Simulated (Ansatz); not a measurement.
# C4H5I: small, medium and large basis sets

How large a basis does C4H5I need? Two functionals are run in growing sets.

Method: one geometry, several basis sets; program: Ansatz 0.2.0, Gaussian basis.

Plan: PBE0-D4/def2-SVP; ωB97M-V/def2-SVP; PBE0-D4/def2-QZVPP; ωB97M-V/def2-QZVPP; the functionals' def2-TZVPP values are taken from earlier runs.

## 1. Structure used throughout

An earlier PBE0-D4 in a triple-zeta def2 set relaxation fixed the geometry. I takes the def2 core potential; no spin-orbit term is included.

SMILES `CC1=C(I)C1`, 10 atoms, charge 0, spin multiplicity 1.

Atoms are counted from 1 here; the program's logs count them from 0.

Bond lengths: C1–C2 1.463 Å, C1–H6 1.094 Å, C1–H7 1.094 Å, C1–H8 1.091 Å, C2–C3 1.288 Å, C2–C5 1.515 Å, C3–I4 2.036 Å, C3–C5 1.487 Å, C5–H9 1.092 Å, C5–H10 1.092 Å. Angles: C2–C1–H6 110.5°, C2–C1–H7 110.5°, C2–C1–H8 111.2°, H6–C1–H7 107.0°, H6–C1–H8 108.8°, H7–C1–H8 108.8°, C1–C2–C3 153.0°, C1–C2–C5 143.6°, C3–C2–C5 63.4°, C2–C3–I4 148.5°, C2–C3–C5 65.7°, I4–C3–C5 145.7°, C2–C5–C3 50.8°, C2–C5–H9 119.4°, C2–C5–H10 119.4°, C3–C5–H9 119.7°, C3–C5–H10 119.7°, H9–C5–H10 113.8°.

## 2. PBE0-D4 in def2-SVP

File in.yaml:

```yaml
crystal:
  periodic: [false, false, false]
  atoms:
    - {symbol: C, position_ang: [-0.997980, -0.987594, 0.581350]}
    - {symbol: C, position_ang: [-0.081667, -0.033390, -0.044384]}
    - {symbol: C, position_ang: [0.270134, 0.770247, -0.987848]}
    - {symbol: I, position_ang: [-0.151431, 1.627629, -2.785965]}
    - {symbol: C, position_ang: [1.245086, 0.677478, 0.130766]}
    - {symbol: H, position_ang: [-1.318575, -0.624359, 1.562241]}
    - {symbol: H, position_ang: [-0.499784, -1.948049, 0.743070]}
    - {symbol: H, position_ang: [-1.881191, -1.150084, -0.038750]}
    - {symbol: H, position_ang: [1.324322, 1.496251, 0.848639]}
    - {symbol: H, position_ang: [2.174186, 0.120671, -0.006119]}
basis:
  gaussian: {orbitals: def2-SVP}
hamiltonian: {xc: pbe0, dispersion: d4}
output: {orbitals: {seedname: orbitals}}
```

The runs that follow: ωB97M-V in def2-SVP; PBE0-D4 in def2-QZVPP; ωB97M-V in def2-QZVPP.

**Question.** What will the summary of the whole plan be? Wanted: PBE0-D4: double and triple zeta above quadruple; ωB97M-V: double and triple zeta above quadruple.

The runs gave:

| quantity | value |
| --- | --- |
| PBE0-D4: double and triple zeta above quadruple | 5.07, 0.26 eV |
| ωB97M-V: double and triple zeta above quadruple | 5.30, 0.25 eV |

**Reading.** PBE0-D4 gains 4.81 eV from double to triple zeta, then 0.26 eV more. Total energies overstate the basis error of differences, where much of it tends to cancel. The LUMO of ωB97M-V is positive and keeps falling with the basis (1.73 to 1.16 eV): an unbound level that the basis holds in place.
